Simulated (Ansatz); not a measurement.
# ZnS: the cost of one run

Method: DFT r2SCAN, scalar-relativistic, plane waves, PAW, in Ansatz 0.2.0.

1 further run of the same task is left out (set aside as unsound or not needed). Runs told in other sessions of the task aren't counted.

## Step 1: The structure to begin with

The structure is hexagonal, space group P6_3mc (No. 186). Conventional cell: a = 3.807 Å, b = 3.807 Å, c = 6.246 Å, α = 90.00°, β = 90.00°, γ = 120.00°. Around Zn (site symmetry 3m) lie 4 S at 2.33 to 2.34 Å. Around S (site symmetry 3m) lie 4 Zn at 2.33 to 2.34 Å.

As a file:

```cif
data_structure
_symmetry_space_group_name_H-M 'P6_3mc'
_symmetry_Int_Tables_number 186
_cell_length_a 3.8067
_cell_length_b 3.8067
_cell_length_c 6.2457
_cell_angle_alpha 90.000
_cell_angle_beta 90.000
_cell_angle_gamma 120.000
_cell_volume 78.38
loop_
_atom_site_label
_atom_site_type_symbol
_atom_site_symmetry_multiplicity
_atom_site_Wyckoff_symbol
_atom_site_fract_x
_atom_site_fract_y
_atom_site_fract_z
_atom_site_occupancy
Zn1 Zn 2 b 0.33333 0.66667 0.00539 1
S1 S 2 b 0.33333 0.66667 0.37961 1
```

This cell was relaxed beforehand with the same method: volume 19.60 Å³/atom, gap on the mesh 2.78 eV.

## Step 2: The reference cell

The reference gives a free energy of -8466.8882 eV, pressure -0.03 GPa, largest force 0.000 eV/Å and gap on the mesh 2.78 eV. It was computed beforehand with the settings of the runs below.

## Step 3: Next: a strain scan

The cell is strained by ε times the Voigt pattern (1, 1, 0, 0, 0, 0) (xx, yy, zz, yz, xz, xy; engineering shear), with fractional coordinates fixed (clamped ions). The stress on the pattern is the sum of the stress components weighted by it, tension positive.

## Step 4: At ε = -0.0200

input.yaml reads:

```yaml
crystal:
  lattice:
    - [3.7305873134, 0.0, 0.0]
    - [-1.8652936567, 3.2307833844, 0.0]
    - [0.0, 0.0, 6.2457351519]
  atoms:
    - { symbol: Zn, position: [0.3333333333, 0.6666666667, 0.0053880718] }
    - { symbol: Zn, position: [0.6666666667, 0.3333333333, 0.5053880718] }
    - { symbol: S, position: [0.3333333333, 0.6666666667, 0.3796119282] }
    - { symbol: S, position: [0.6666666667, 0.3333333333, 0.8796119282] }
basis:
  ecutwfc: 500
kpoints:
  mp_grid: { grid: [6, 6, 4] }
hamiltonian:
  xc: r2scan
scf:
  occupations: { method: gaussian, width: 0.05 }
output:
  forces: true
  stress: true
  eigenvalues: true
```

On the command line:

```sh
$ ansatz run input.yaml --threads 1 --pin off --max-ram 2560MiB --backend cpu --events-out ev --progress --plain --runs-dir out
```

**Question.** How long does this run take on 1 thread of Intel Xeon at 2.70GHz, shared host, and how much memory does it need?

About 6.7 s, with a peak of 0.51 GiB.
